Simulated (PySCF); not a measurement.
# C6H8Se: runs on many settings

Which settings matter for C6H8Se (`Cc1c[se]cc1C`), and how do bad ones show?

The runs use PySCF 2.14.0, with density-fitted response routines of our own; the level of theory stands in each step. All values are computed, except where a source is named. Atoms are numbered from 0 throughout.

### Step 1. The starting structure

15 atoms, charge 0, multiplicity 1; geometry from: GFN2-xTB.

Bonds of the start (Å): C0–C1 1.49, C1–C2 1.36, C2–Se3 1.85, Se3–C4 1.85, C4–C5 1.36, C5–C6 1.49, C5–C1 1.43, C0–H7 1.09, C0–H8 1.09, C0–H9 1.09, C2–H10 1.08, C4–H11 1.08, C6–H12 1.09, C6–H13 1.09, C6–H14 1.09.

### Step 2. Shielding tensors: KT2/pcseg-1 in benzene

Job settings and geometry (Å):

```
{"job": {"kind": "nmr", "xc": "KT2", "basis": "pcseg-1", "solvent": "benzene", "pop": false}, "charge": 0, "multiplicity": 1}
C     -1.726486    -0.538837     0.105156
C     -0.606536     0.449199     0.118486
C     -0.782457     1.782642     0.306002
Se     0.809360     2.733793     0.264888
C      1.636382     1.099337    -0.026806
C      0.759539     0.063201    -0.069252
C      1.163839    -1.356835    -0.293178
H     -2.678707    -0.040899     0.269541
H     -1.583158    -1.286195     0.885175
H     -1.763866    -1.057440    -0.852543
H     -1.720047     2.285377     0.464657
H      2.703744     1.036415    -0.143454
H      2.240895    -1.434630    -0.415466
H      0.680564    -1.751349    -1.186561
H      0.862520    -1.975790     0.551441
```

With the program's defaults for keys left out, this is: GIAO KT2/pcseg-1 NMR shielding, non-relativistic, IEF-PCM benzene.

On the command line:

```
> OMP_NUM_THREADS=1 python probes_run.py task.json out
```

One launch serves the whole session: the jobs run in the order shown.

What it wrote:

```text
coarse grid: 58192 points
cycle   1  E = -2648.1392854135  dE = -3.567e-02  |g| = 5.168e-01  |ddm| = 4.362e+00
cycle   2  E = -2647.9807509860  dE =  1.585e-01  |g| = 8.800e-01  |ddm| = 1.673e+00
cycle   3  E = -2648.2081514598  dE = -2.274e-01  |g| = 1.867e-01  |ddm| = 1.347e+00
cycle   4  E = -2648.2185563935  dE = -1.040e-02  |g| = 4.001e-02  |ddm| = 3.007e-01
cycle   5  E = -2648.2188598380  dE = -3.034e-04  |g| = 2.083e-02  |ddm| = 5.748e-02
cycle   6  E = -2648.2189769586  dE = -1.171e-04  |g| = 5.269e-03  |ddm| = 2.674e-02
cycle   7  E = -2648.2189838172  dE = -6.859e-06  |g| = 1.043e-03  |ddm| = 6.087e-03
final grid: 123304 points
cycle   8  E = -2648.2189852473  dE =  2.089e-07  |g| = 1.429e-03  |ddm| = 4.970e-03
cycle   9  E = -2648.2189844607  dE =  7.866e-07  |g| = 2.204e-03  |ddm| = 5.398e-03
cycle  10  E = -2648.2189857804  dE = -1.320e-06  |g| = 4.542e-04  |ddm| = 3.122e-03
cycle  11  E = -2648.2189858345  dE = -5.412e-08  |g| = 6.417e-05  |ddm| = 5.758e-04
cycle  12  E = -2648.2189858357  dE = -1.197e-09  |g| = 1.397e-05  |ddm| = 1.035e-04
cycle  13  E = -2648.2189858358  dE = -5.002e-11  |g| = 3.319e-06  |ddm| = 2.335e-05
converged SCF energy = -2648.2189858358

GIAO shielding tensors (ppm)
atom      isotropic    diamagn.    paramagn.     s11        s22        s33       span
  0 C      175.794     247.196     -71.402    164.450    168.370    194.563     30.113
  1 C       59.668     258.986    -199.318     -7.550     43.115    143.439    150.989
  2 C       70.680     252.648    -181.968     -2.324     78.193    136.172    138.495
  3 Se    1286.542    2998.951   -1712.409    978.904   1384.601   1496.121    517.218
  4 C       70.724     252.624    -181.899     -2.199     78.114    136.258    138.456
  5 C       59.736     258.974    -199.239     -7.417     43.075    143.549    150.966
  6 C      175.844     247.196     -71.352    164.451    168.495    194.587     30.136
  7 H       29.222      28.357       0.865     23.876     29.135     34.655     10.779
  8 H       29.340      29.339       0.001     24.833     27.797     35.389     10.557
  9 H       29.340      29.319       0.021     24.856     27.759     35.406     10.549
 10 H       24.671      32.134      -7.462     21.007     24.407     28.600      7.593
 11 H       24.674      32.131      -7.457     21.008     24.406     28.608      7.601
 12 H       29.232      28.355       0.877     23.890     29.131     34.675     10.785
 13 H       29.342      29.341       0.002     24.839     27.796     35.392     10.553
 14 H       29.342      29.327       0.015     24.847     27.775     35.403     10.556
```

Run time: 16 s. Hardware: 1 thread of Arm Neoverse V1, shared host; peak memory 0.66 GiB.

No reference compound was run at this level, so shieldings alone are listed. Atoms listed in one row are averaged.

```csv
atoms,environment,σ (ppm)
"C1, C5",substituted aromatic carbon,59.7
"C2, C4",aromatic CH next to the ring selenium,70.7
"C0, C6",methyl carbon on an aromatic ring,175.8
"H10, H11",hydrogen on an aromatic CH next to the ring selenium,24.67
"H7, H8, H9, H12, H13, H14",hydrogen on a methyl carbon on an aromatic ring,29.30
Se3,"selenium bonded to 2 C, in a 5-membered ring",1287
```

Ring of atoms C1, C2, Se3, C4, C5: NICS(0) -12.1, NICS(1) -10.7, NICS(1)zz -23.3 ppm (means of both faces).

### Step 3. Shielding tensors: PBE0/ANO-RCC-VDZP

Settings changed since step 2:

```diff
@@ -1,2 +1,2 @@
-{"job": {"kind": "nmr", "xc": "KT2", "basis": "pcseg-1", "solvent": "benzene", "pop": false}, "charge": 0, "multiplicity": 1}
+{"job": {"kind": "nmr", "xc": "PBE0", "basis": "ANO-RCC-VDZP", "pop": false, "scf": {"max_cycle": 8}}, "charge": 0, "multiplicity": 1}
 C     -1.726486    -0.538837     0.105156
```

Method: GIAO PBE0/ANO-RCC-VDZP NMR shielding, non-relativistic, gas phase.

ANO-RCC is contracted for a relativistic Hamiltonian, so without one its core functions misfit and properties at heavier nuclei are off.

What it wrote:

```text
final grid: 123304 points
cycle   1  E = -2615.8915482717  dE =  1.053e+00  |g| = 4.591e-01  |ddm| = 5.529e+00
cycle   2  E = -2615.8386566080  dE =  5.289e-02  |g| = 6.088e-01  |ddm| = 1.200e+00
cycle   3  E = -2615.9416329870  dE = -1.030e-01  |g| = 1.230e-01  |ddm| = 8.894e-01
cycle   4  E = -2615.9457860333  dE = -4.153e-03  |g| = 3.777e-02  |ddm| = 1.827e-01
cycle   5  E = -2615.9461022476  dE = -3.162e-04  |g| = 1.189e-02  |ddm| = 4.469e-02
cycle   6  E = -2615.9461406734  dE = -3.843e-05  |g| = 3.601e-03  |ddm| = 1.514e-02
cycle   7  E = -2615.9461438715  dE = -3.198e-06  |g| = 4.525e-04  |ddm| = 3.696e-03
cycle   8  E = -2615.9461439261  dE = -5.463e-08  |g| = 1.224e-04  |ddm| = 6.813e-04
SCF not converged, last energy = -2615.9461439261
```

It took 13 s on 1 thread of Arm Neoverse V1, shared host; peak memory 0.74 GiB.

Diagnosis: The cap of 8 cycles ended the SCF at a gradient of 1.2e-04. Cure: raise the cap. Numbers printed on the way are no properties of the molecule.

### Step 4. Ultraviolet spectrum: wB97X/aug-cc-pVDZ

Settings changed since step 3:

```diff
@@ -1,2 +1,2 @@
-{"job": {"kind": "nmr", "xc": "PBE0", "basis": "ANO-RCC-VDZP", "pop": false, "scf": {"max_cycle": 8}}, "charge": 0, "multiplicity": 1}
+{"job": {"kind": "uv", "xc": "wB97X", "basis": "aug-cc-pVDZ", "nstates": 1, "ntriplets": 2, "tda": false}, "charge": 0, "multiplicity": 1}
 C     -1.726486    -0.538837     0.105156
```

Level: TDDFT wB97X/aug-cc-pVDZ, vertical, gas phase, core orbitals frozen in the response.

What it wrote:

```text
coarse grid: 58192 points
cycle   1  E = -2634.9394530044  dE =  6.209e-01  |g| = 2.363e-01  |ddm| = 3.064e+01
cycle   2  E = -2634.9598468953  dE = -2.039e-02  |g| = 8.703e-02  |ddm| = 3.590e+00
cycle   3  E = -2634.9613625815  dE = -1.516e-03  |g| = 5.907e-02  |ddm| = 9.483e-01
cycle   4  E = -2634.9623077662  dE = -9.452e-04  |g| = 1.299e-02  |ddm| = 4.301e-01
cycle   5  E = -2634.9623621489  dE = -5.438e-05  |g| = 3.179e-03  |ddm| = 1.262e-01
cycle   6  E = -2634.9623670904  dE = -4.942e-06  |g| = 1.056e-03  |ddm| = 3.850e-02
final grid: 123304 points
cycle   7  E = -2634.9616353742  dE = -1.902e-06  |g| = 8.044e-04  |ddm| = 1.022e-01
cycle   8  E = -2634.9616356023  dE = -2.281e-07  |g| = 7.441e-04  |ddm| = 8.936e-03
cycle   9  E = -2634.9616357565  dE = -1.542e-07  |g| = 1.498e-04  |ddm| = 4.984e-03
cycle  10  E = -2634.9616357915  dE = -3.501e-08  |g| = 1.026e-04  |ddm| = 1.773e-03
cycle  11  E = -2634.9616357988  dE = -7.301e-09  |g| = 2.733e-05  |ddm| = 1.030e-03
cycle  12  E = -2634.9616357997  dE = -8.313e-10  |g| = 1.079e-05  |ddm| = 3.125e-04
converged SCF energy = -2634.9616357997

Static polarisability (au): isotropic 95.141, principal 66.344 97.010 122.068

Singlet excitations
state   eV       nm        f      main configurations
  1   5.3528    231.6   0.00000   H->L+8 0.38, H->L+10 0.20, H->L+4 0.16

Triplet excitations (Tamm-Dancoff, eV): 3.7398 4.2254
```

It took 52 s on 1 thread of Arm Neoverse V1, shared host; peak memory 1.2 GiB.

Frontier orbitals and where they lie:

```csv
orbital,eV,atoms
HOMO−3,-12.22,"Se3 22 %, C2 17 %, C4 17 %"
HOMO−2,-11.47,"Se3 54 %, C2 10 %, C4 10 %"
HOMO−1,-8.77,"C4 28 %, C2 28 %, C5 14 %"
HOMO,-8.60,"Se3 51 %, C1 13 %, C5 13 %"
LUMO,1.17,"H9 14 %, H14 14 %, H8 14 %"
LUMO+1,1.28,"H11 17 %, H10 17 %, H12 17 %"
LUMO+2,1.43,"H11 30 %, H10 30 %, Se3 13 %"
```

Further results of this job:

```csv
property,computed
dipole moment (D),1.27
polarisability (Å³),14.10
HOMO–LUMO gap (eV),9.77
−ε(HOMO) (eV),8.60
```

### Step 5. Spin-spin couplings: PBE0/6-31G*

Settings changed since step 4:

```diff
@@ -1,2 +1,2 @@
-{"job": {"kind": "uv", "xc": "wB97X", "basis": "aug-cc-pVDZ", "nstates": 1, "ntriplets": 2, "tda": false}, "charge": 0, "multiplicity": 1}
+{"job": {"kind": "j", "xc": "PBE0", "basis": "6-31G*"}, "charge": 0, "multiplicity": 1}
 C     -1.726486    -0.538837     0.105156
```

Level: PBE0/6-31G* indirect spin-spin coupling, non-relativistic, gas phase.

What it wrote:

```text
coarse grid: 58192 points
cycle   1  E = -2634.0813715285  dE =  2.008e-01  |g| = 4.182e-01  |ddm| = 3.905e+00
cycle   2  E = -2634.0563776624  dE =  2.499e-02  |g| = 5.057e-01  |ddm| = 1.062e+00
cycle   3  E = -2634.1231096847  dE = -6.673e-02  |g| = 1.107e-01  |ddm| = 7.801e-01
cycle   4  E = -2634.1266849871  dE = -3.575e-03  |g| = 2.996e-02  |ddm| = 1.719e-01
cycle   5  E = -2634.1268765786  dE = -1.916e-04  |g| = 1.057e-02  |ddm| = 3.383e-02
cycle   6  E = -2634.1269074942  dE = -3.092e-05  |g| = 3.484e-03  |ddm| = 1.462e-02
cycle   7  E = -2634.1269100040  dE = -2.510e-06  |g| = 3.315e-04  |ddm| = 3.172e-03
final grid: 123304 points
cycle   8  E = -2634.1269402224  dE = -2.391e-08  |g| = 4.041e-04  |ddm| = 1.621e-03
cycle   9  E = -2634.1269401697  dE =  5.268e-08  |g| = 6.042e-04  |ddm| = 1.301e-03
cycle  10  E = -2634.1269402670  dE = -9.726e-08  |g| = 1.028e-04  |ddm| = 7.842e-04
cycle  11  E = -2634.1269402696  dE = -2.647e-09  |g| = 1.186e-05  |ddm| = 1.209e-04
cycle  12  E = -2634.1269402696  dE = -4.184e-11  |g| = 2.722e-06  |ddm| = 1.895e-05
converged SCF energy = -2634.1269402696

Indirect spin-spin couplings (Hz)
  i      j    bonds     total        FC       PSO       DSO        SD
  0 C    1 C    1     54.989    55.567    -0.848     0.270         -
  0 C    2 C    2      1.618     1.691    -0.100     0.027         -
  0 C    4 C    3      3.870     3.850     0.075    -0.055         -
  0 C    5 C    2      2.178     2.269    -0.123     0.031         -
  0 C    6 C    3      0.936     0.909     0.001     0.026         -
  0 C    7 H    1    143.471   141.768     0.933     0.769         -
  0 C    8 H    1    142.802   141.052     0.965     0.784         -
  0 C    9 H    1    142.780   141.030     0.966     0.784         -
  0 C   10 H    3      3.420     3.395    -0.023     0.048         -
  0 C   11 H    4      0.197     0.322     0.214    -0.340         -
  0 C   12 H    4      0.407     0.484     0.216    -0.293         -
  1 C    2 C    1     88.920    95.290    -6.740     0.369         -
  1 C    4 C    2      0.845     0.773    -0.013     0.085         -
  1 C    5 C    1     78.904    82.434    -3.901     0.372         -
  1 C    6 C    2      2.174     2.265    -0.123     0.032         -
  1 C    7 H    2     -5.231    -5.064    -0.215     0.049         -
  1 C    8 H    2     -8.080    -8.145    -0.021     0.087         -
  1 C    9 H    2     -8.108    -8.176    -0.020     0.087         -
  1 C   10 H    2     -1.075     0.100    -1.009    -0.167         -
  1 C   11 H    3      8.422     8.666     0.174    -0.419         -
  1 C   12 H    3      5.590     5.700     0.208    -0.318         -
  1 C   13 H    3      2.479     2.507    -0.155     0.128         -
  1 C   14 H    3      2.458     2.486    -0.154     0.125         -
  2 C    4 C    2      6.795     7.733    -0.982     0.045         -
  2 C    5 C    2      0.846     0.775    -0.013     0.084         -
  2 C    6 C    3      3.876     3.856     0.075    -0.055         -
  2 C    7 H    3      5.251     5.209    -0.260     0.302         -
  2 C    8 H    3      7.898     7.931     0.142    -0.175         -
  2 C    9 H    3      7.891     7.925     0.139    -0.173         -
  2 C   10 H    1    183.101   182.043    -0.368     1.427         -
  2 C   11 H    3      1.179     1.701     0.081    -0.603         -
  2 C   12 H    4     -0.182    -0.064     0.180    -0.298         -
  2 C   13 H    4     -2.002    -1.993     0.167    -0.177         -
  2 C   14 H    4     -2.008    -1.998     0.167    -0.178         -
  4 C    5 C    1     89.006    95.372    -6.736     0.369         -
  4 C    6 C    2      1.613     1.687    -0.101     0.027         -
  4 C    7 H    4     -0.190    -0.072     0.179    -0.297         -
  4 C    8 H    4     -1.995    -1.984     0.167    -0.177         -
  4 C    9 H    4     -2.012    -2.002     0.166    -0.177         -
  4 C   10 H    3      1.181     1.704     0.080    -0.603         -
  4 C   11 H    1    183.072   182.013    -0.368     1.427         -
  4 C   12 H    3      5.216     5.174    -0.259     0.300         -
  4 C   13 H    3      7.888     7.921     0.141    -0.174         -
  4 C   14 H    3      7.892     7.925     0.141    -0.174         -
  5 C    6 C    1     54.993    55.571    -0.848     0.270         -
  5 C    7 H    3      5.572     5.683     0.207    -0.318         -
  5 C    8 H    3      2.464     2.493    -0.155     0.126         -
  5 C    9 H    3      2.454     2.482    -0.152     0.124         -
  5 C   10 H    3      8.401     8.645     0.174    -0.418         -
  5 C   11 H    2     -1.061     0.113    -1.007    -0.167         -
  5 C   12 H    2     -5.236    -5.070    -0.214     0.048         -
  5 C   13 H    2     -8.109    -8.176    -0.022     0.088         -
  5 C   14 H    2     -8.099    -8.166    -0.020     0.086         -
  6 C    7 H    4      0.407     0.484     0.216    -0.293         -
  6 C   10 H    4      0.195     0.320     0.214    -0.339         -
  6 C   11 H    3      3.408     3.383    -0.022     0.047         -
  6 C   12 H    1    143.431   141.728     0.934     0.769         -
  6 C   13 H    1    142.785   141.034     0.966     0.785         -
  6 C   14 H    1    142.804   141.054     0.965     0.784         -
  7 H    8 H    2    -16.853   -15.872     1.362    -2.342         -
  7 H    9 H    2    -16.882   -15.903     1.362    -2.341         -
  7 H   10 H    4      0.484    -0.282    -0.971     1.738         -
  7 H   12 H    5     -0.448     0.091     0.921    -1.460         -
  7 H   13 H    5     -0.199     0.141     0.607    -0.947         -
  7 H   14 H    5     -0.198     0.142     0.606    -0.945         -
  8 H    9 H    2    -19.546   -18.719     1.381    -2.209         -
  8 H   10 H    4     -2.546    -2.231     0.567    -0.882         -
  8 H   11 H    5      0.254     0.655     0.645    -1.046         -
  8 H   12 H    5     -0.200     0.140     0.607    -0.947         -
  8 H   13 H    5      0.812     0.723    -0.213     0.302         -
  8 H   14 H    5      1.159     0.364    -1.196     1.991         -
  9 H   10 H    4     -2.571    -2.260     0.560    -0.871         -
  9 H   11 H    5      0.258     0.660     0.645    -1.047         -
  9 H   12 H    5     -0.200     0.140     0.606    -0.946         -
  9 H   13 H    5      1.160     0.365    -1.196     1.991         -
  9 H   14 H    5      0.807     0.726    -0.199     0.279         -
 10 H   11 H    4      1.634     3.115     1.138    -2.620         -
 10 H   13 H    5      0.259     0.659     0.644    -1.044         -
 10 H   14 H    5      0.258     0.659     0.645    -1.047         -
 11 H   12 H    4      0.483    -0.279    -0.965     1.726         -
 11 H   13 H    4     -2.558    -2.243     0.566    -0.880         -
 11 H   14 H    4     -2.564    -2.251     0.563    -0.876         -
 12 H   13 H    2    -16.844   -15.862     1.363    -2.345         -
 12 H   14 H    2    -16.875   -15.896     1.363    -2.342         -
 13 H   14 H    2    -19.552   -18.724     1.382    -2.209         -
```

It took 23 s on 1 thread of Arm Neoverse V1, shared host; peak memory 0.93 GiB.

The basis is not made for couplings: without tight functions at the nuclei these values are rough.

Couplings of 1 Hz or more, nine at most for each number of bonds, with means over like pairs (isotopes 13C, 1H):

```csv
pair,bonds,J (Hz),Fermi contact (Hz),dihedral (°)
C2–H10,1,183.1,182.0,–
C0–H7,1,143.0,141.3,–
C1–C2,1,89.0,95.3,–
C1–C5,1,78.9,82.4,–
C0–C1,1,55.0,55.6,–
H7–H8,2,-17.8,-16.8,–
C1–H7,2,-7.1,-7.1,–
C2–C4,2,6.8,7.7,–
C0–C5,2,2.2,2.3,–
C0–C2,2,1.6,1.7,–
C1–H10,2,-1.1,0.1,–
C1–H11,3,8.4,8.7,-180
C2–H7,3,7.0,7.0,–
C0–C4,3,3.9,3.9,180
C1–H12,3,3.5,3.6,–
C0–H10,3,3.4,3.4,0
C2–H11,3,1.2,1.7,180
H10–H11,4,1.6,3.1,–
H7–H10,4,-1.5,-1.6,–
C2–H12,4,-1.4,-1.4,–
```

The spin-dipole term was not solved, so all couplings lack that part.

The response was solved for the nuclei of C, H alone, so couplings that need other nuclei can be missing.

### Step 6. Ultraviolet spectrum: WP04/6-31G*

Settings changed since step 5:

```diff
@@ -1,2 +1,2 @@
-{"job": {"kind": "j", "xc": "PBE0", "basis": "6-31G*"}, "charge": 0, "multiplicity": 1}
+{"job": {"kind": "uv", "xc": "WP04", "basis": "6-31G*", "nstates": 1, "ntriplets": 0, "tda": false, "grid": 0, "scf": {"conv": 0.1, "max_cycle": 74}}, "charge": 0, "multiplicity": 1}
 C     -1.726486    -0.538837     0.105156
```

With the program's defaults for keys left out, this is: TDDFT WP04/6-31G*, vertical, gas phase, core orbitals frozen in the response.

What it wrote:

```text
final grid: 13928 points
cycle   1  E = -2652.7733047399  dE =  4.925e-02  |g| = 6.969e-01  |ddm| = 4.168e+00
cycle   2  E = -2652.6455368190  dE =  1.278e-01  |g| = 9.283e-01  |ddm| = 1.901e+00
cycle   3  E = -2652.8841339017  dE = -2.386e-01  |g| = 2.516e-01  |ddm| = 1.532e+00
cycle   4  E = -2652.9011094946  dE = -1.698e-02  |g| = 4.449e-02  |ddm| = 3.598e-01
converged SCF energy = -2652.9011094946

Static polarisability (au): isotropic 76.833, principal 44.973 80.939 104.589

Singlet excitations
state   eV       nm        f      main configurations
  1   5.2688    235.3   0.00001   H-1->L+1 0.96
```

Run time: 6.4 s. Hardware: 1 thread of Arm Neoverse V1, shared host; peak memory 0.8 GiB.

It converged, yet the result is unsound: the SCF threshold of 0.1 Eh is far too loose; grid level 0 is too coarse. Its HOMO lies at -7.33 eV, against -8.60 eV in step 4 (wB97X/aug-cc-pVDZ), a different level, so the two don't compare directly.

### Step 7. What came out

| quantity | value |
| --- | --- |
| shieldings of C, H, Se (KT2/pcseg-1, benzene, a mean where the table joins atoms) | C1 59.7, C2 70.7, C0 175.8, H10 24.7, H7 29.3, Se3 1286.5 ppm |
| lowest singlet (wB97X/aug-cc-pVDZ) | 5.35 eV (232 nm), f = 0.000 |
| lowest triplet | 3.74 eV |
| largest coupling of the table (PBE0/6-31G*) | 1J(C,H) C2–H10, 183.1 Hz |
| property runs in this session | 5, of which 1 failed and 1 gave unsound results |

**Reading.** Single values in the summary come from the first run of each kind that ended normally (KT2/pcseg-1; wB97X/aug-cc-pVDZ; PBE0/6-31G*), which need not be the best level. At KT2/pcseg-1: The largest span, 517 ppm, is at Se3, where the paramagnetic term is -1712 ppm. NICS(1)zz of -23 ppm above the planar ring from C1 marks a diatropic (aromatic) ring current. The lowest singlet, at 5.35 eV, is HOMO→LUMO+8 0.38, HOMO→LUMO+10 0.20 and is dark. The lowest triplet lies 1.61 eV below the lowest singlet (triplets in Tamm-Dancoff, singlets in full TDDFT). Of the pairs tabulated at PBE0/6-31G*, C2–H10 (mean over like pairs) couples most strongly (183.1 Hz; Fermi contact 182.0 Hz). Spin-orbit coupling is left out, which matters for shieldings and couplings at and beside the heavy atoms. Couplings from bases without tight functions are rough.
